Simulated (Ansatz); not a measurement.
This geometry of a periodic cell of 13 atoms, Sc₁₂C (host Sc, host structure hcp, interstitial C) is a first-order saddle point.

The calculation used DFT PBE, scalar-relativistic, plane waves, PAW (Ansatz 0.2.0). Settings: cutoff 420 eV, k mesh 3x2x3, gaussian smearing 0.05 eV, no spin polarisation.

```xyz
13
Lattice="6.6200 0.0000 0.0000 -4.9650 8.5996 0.0000 0.0000 0.0000 5.2761" Properties=species:S:1:pos:R:3
Sc 0.005 0.023 -0.001
Sc -0.002 2.102 2.636
Sc -1.703 2.919 -0.001
Sc -1.693 4.726 2.637
Sc -3.283 5.713 -0.001
Sc -3.205 7.555 2.638
Sc 3.306 -0.083 0.000
Sc 3.293 1.907 2.637
Sc 1.677 2.968 -0.001
Sc 1.681 4.758 2.638
Sc -0.050 5.667 -0.001
Sc -0.085 7.560 2.638
C 0.011 0.049 2.637
```

Problem. Which two structures does it join? (They come from a converged band through this point; their orientation in space is the band's.)

Solution. The atom that moves furthest is C13, by 1.39 Å; four of its nearest neighbours are Sc1 2.11, Sc2 2.11, Sc12 2.14, Sc6 2.14 Å at the first end and Sc1 2.11, Sc2 2.11, Sc12 2.14, Sc6 2.14 Å at the last.

First end point:

```xyz
13
Lattice="6.6200 0.0000 0.0000 -4.9650 8.5996 0.0000 0.0000 0.0000 5.2761" Properties=species:S:1:pos:R:3
Sc -0.004 -0.024 0.164
Sc -0.004 2.072 2.511
Sc -1.698 2.882 -0.079
Sc -1.687 4.759 2.671
Sc -3.280 5.692 0.043
Sc -3.251 7.616 2.687
Sc 3.311 -0.080 0.072
Sc 3.297 1.946 2.478
Sc 1.677 2.894 -0.117
Sc 1.680 4.745 2.599
Sc -0.051 5.649 0.060
Sc -0.052 7.607 2.700
C 0.002 0.125 3.332
```

Last end point:

```xyz
13
Lattice="6.6200 0.0000 0.0000 -4.9650 8.5996 0.0000 0.0000 0.0000 5.2761" Properties=species:S:1:pos:R:3
Sc -0.003 -0.028 -0.165
Sc 0.000 2.068 2.759
Sc -1.694 2.879 0.076
Sc -1.684 4.756 2.607
Sc -3.276 5.690 -0.045
Sc -3.250 7.613 2.588
Sc 3.312 -0.081 -0.073
Sc 3.301 1.946 2.794
Sc 1.681 2.892 0.111
Sc 1.682 4.745 2.675
Sc -0.049 5.645 -0.055
Sc -0.052 7.602 2.579
C 0.000 0.118 1.942
```

Problem. How far does it lie above each of them?

Solution. 0.33 eV above the first and 0.33 eV above the second. This is the barrier of this one path; another mechanism may lie lower. Limits of this set-up: coarse k mesh, a small cell, in which the defect meets its images, a typed lattice constant that wasn't relaxed here.

Run time: 18 min on 2 threads of Intel(R) Xeon(R) 6975P-C (Granite Rapids), with other jobs on the host, peak memory 1.7 GiB.
